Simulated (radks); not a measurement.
# Pt³⁺ in [Xe] 4f14 5d7: an all-electron calculation

What are the levels of the platinum ion Pt3+, how large are its shells, and how does its energy divide?

Program: radks (a radial shooting solver on a logarithmic mesh, Libxc functionals) version 1. Level of theory: scalar-relativistic Kohn-Sham, SCAN, spin-polarised, spherical densities, finite nucleus; open shells are filled with parallel spins first. These are calculated values, not measurements, unless marked.

## Step 1: The system

```
element            : platinum (Z = 78)
charge             : +3
electrons          : 75
configuration      : [Xe] 4f14 5d7
nuclear rms radius : 5.427 fm
```

Outer shells as boxes (Hund's rule):

Pt³⁺
```
[Xe] core
4f [↑↓][↑↓][↑↓][↑↓][↑↓][↑↓][↑↓]
5d [↑↓][↑↓][↑ ][↑ ][↑ ]
```

## Step 2: The calculation

Input:

```text
Z 78
configuration [Xe] 4f14 5d7
relativity scalar-relativistic
functional scan,scan
spin polarised
nucleus finite rms 5.427 fm
c 137.035999084
```

Command:

```
python run_ks.py task.json out
```

The same process makes all the runs of this session.

**Question.** What will this run give?

The runs gave:

| quantity | value |
| --- | --- |
| total energy | -18410.2642 hartree |
| exchange-correlation share of it | 1.93 % |
| −T/E | 1.1148 |
| highest occupied level | 5d down, -37.314 eV |
| most extended occupied level | 5d down, <r> = 1.49 bohr |
| radius at density 0.001 e/bohr³ | 3.31 bohr |
| maxima of the radial density | 4 |
| ionisation energy, NIST | 43 (theory) eV |

What this shows: 5 principal shells are occupied and 4 maxima appear in the radial density; where shells overlap, one shows as a shoulder or not at all. Relativity lifts −T/E to 1.115. Minus the highest eigenvalue, 37.314 eV, is 87 % of the tabulated ionisation energy (43 eV); the potential of a semilocal functional falls off too fast, so its top eigenvalue is too shallow. Open shells are spherical and high-spin; term and fine-structure splittings are not resolved. Spin-orbit splitting is averaged out at the scalar-relativistic level.
